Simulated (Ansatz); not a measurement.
What does this script print? It uses the Ansatz DFT code, driven from Python.

Contents of `POSCAR`:
```text
Ta2C
1.0
   3.10590000    0.00000000    0.00000000
  -1.55295000    2.68978830    0.00000000
   0.00000000    0.00000000    4.94640000
Ta C
2 1
Direct
   0.33333333    0.66666667    0.25201000
   0.66666667    0.33333333    0.74799000
   0.00000000    0.00000000    0.00000000
```

`run_phonons.py`
```python
# -*- coding: utf-8 -*-
"""Phonons of Ta2C by finite displacements."""

from pathlib import Path
import warnings

import ansatz as az
from ase.io import read
import numpy as np

warnings.simplefilter("ignore", az.DeckWarning)

atoms = read("POSCAR", format="vasp")
crystal = az.Crystal.from_ase(atoms)

# the cell itself: zone-centre modes alone
calc = crystal.calculation()
calc = calc.functional("lda")
calc = calc.basis(38 * az.Ry)
calc = calc.occupations("Marzari-Vanderbilt", width=0.1).kpoints(10, 10, 6)
calc = calc.phonons("fd", supercell=1)
done = calc.run(threads=1, pin="off", runs_dir="runs")
folder = Path(done.output_folder) / "results"
ph = done.phonons

print("modes at Gamma (1/cm):", np.round(ph.gamma_omega_inv_cm, 1) + 0.0)
print(f"{ph.n_members} displaced supercells, sum-rule residual {ph.asr_residual_pre_ev_ang2:.1e} eV/A^2")
optical = np.sort(ph.gamma_omega_inv_cm)
print("imaginary modes at Gamma:", int((optical < -10).sum()), "- highest mode", round(float(optical[-1]), 1), "1/cm")
```

```console
$ python run_phonons.py
modes at Gamma (1/cm): [  0.    0.    0.  119.9 119.9 211.  626.9 646.  646. ]
3 displaced supercells, sum-rule residual 1.0e-04 eV/A^2
imaginary modes at Gamma: 0 - highest mode 646.0 1/cm
```

Reading the output:
- The run is spin-unpolarised.
- The cell isn't relaxed first, so the values belong to this volume.
- The mesh is modest for a metal, so energies can be off by several to tens of meV an atom and pressures by half a GPa or more; differences at equal mesh fare better.
- Spin-orbit coupling, which matters for elements this heavy, is left out.
- The starting cell is as deposited in a crystallographic database; the results hold for this polymorph, which needn't be the stable one.
- The structure is taken as given and the supercell is small; imaginary modes can come from an unrelaxed or unstable start. Phonons of metals also depend on mesh and smearing.
- Hardware and time: 44 s on 1 thread of Arm Neoverse V2, on a shared host, peak memory 0.61 GiB.
